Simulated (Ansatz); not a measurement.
# MgS: the cost of one run

Program: Ansatz 0.2.0. Level of theory: DFT PBE, scalar-relativistic, plane waves, PAW, unless a step names another level. These are calculated values, not measurements.

1 further run of the same task is left out (it didn't finish).

**1. Starting point**

The structure is cubic, space group Fm-3m (No. 225). Conventional cell: a = 5.230 Å, b = 5.230 Å, c = 5.230 Å, α = 90.00°, β = 90.00°, γ = 90.00°. Mg (site symmetry m-3m) is surrounded by 6 S at 2.62 Å. Around S (site symmetry m-3m) lie 6 Mg at 2.62 Å.

As a file:

```
Mg S
1.0
     0.00000    2.61513    2.61513
     2.61513    0.00000    2.61513
     2.61513    2.61513    0.00000
Mg S
1 1
Direct
  0.00000 0.00000 0.00000
  0.50000 0.50000 0.50000
```

The cell was relaxed beforehand at this level, from a database cell with other species swapped in; it needn't be the stable form of this composition. At a tolerance of 0.02 Å it has space group Fm-3m (No. 225); it has 17.88 Å³/atom, an uncorrected energy of -1.44 eV/atom over the elements and, on its mesh, gap 2.76 eV.

**2. Seeking the band edges over the whole zone**

File input.yaml:

```yaml
crystal:
  lattice:
    - [0.0, 2.6151298944, 2.6151298944]
    - [2.6151298944, 0.0, 2.6151298944]
    - [2.6151298944, 2.6151298944, 0.0]
  atoms:
    - { symbol: Mg, position: [0.0, 0.0, 0.0] }
    - { symbol: S, position: [0.5, 0.5, 0.5] }
basis:
  ecutwfc: 420
kpoints:
  mp_grid: { grid: [8, 8, 8] }
  band_path: { path: [VBM, CBM], npoints: 2 }
hamiltonian:
  xc: pbe
scf:
  occupations: { method: gaussian, width: 0.02 }
output:
  forces: false
  stress: false
  eigenvalues: true
checkpoint:
  read: start.run
  write: ck
  compress: false
  write_wavefunctions: false
  write_every: 100000
```

Started as:

```console
$ ansatz run input.yaml --threads 1 --pin off --max-ram 2560MiB --backend cpu --events-out ev --progress --plain --runs-dir out
```

Q: Estimate wall time and peak memory on 1 thread of Intel Xeon at 2.50GHz (Skylake/Cascade Lake), shared host.

About 4.8 s, with a peak of 0.28 GiB.
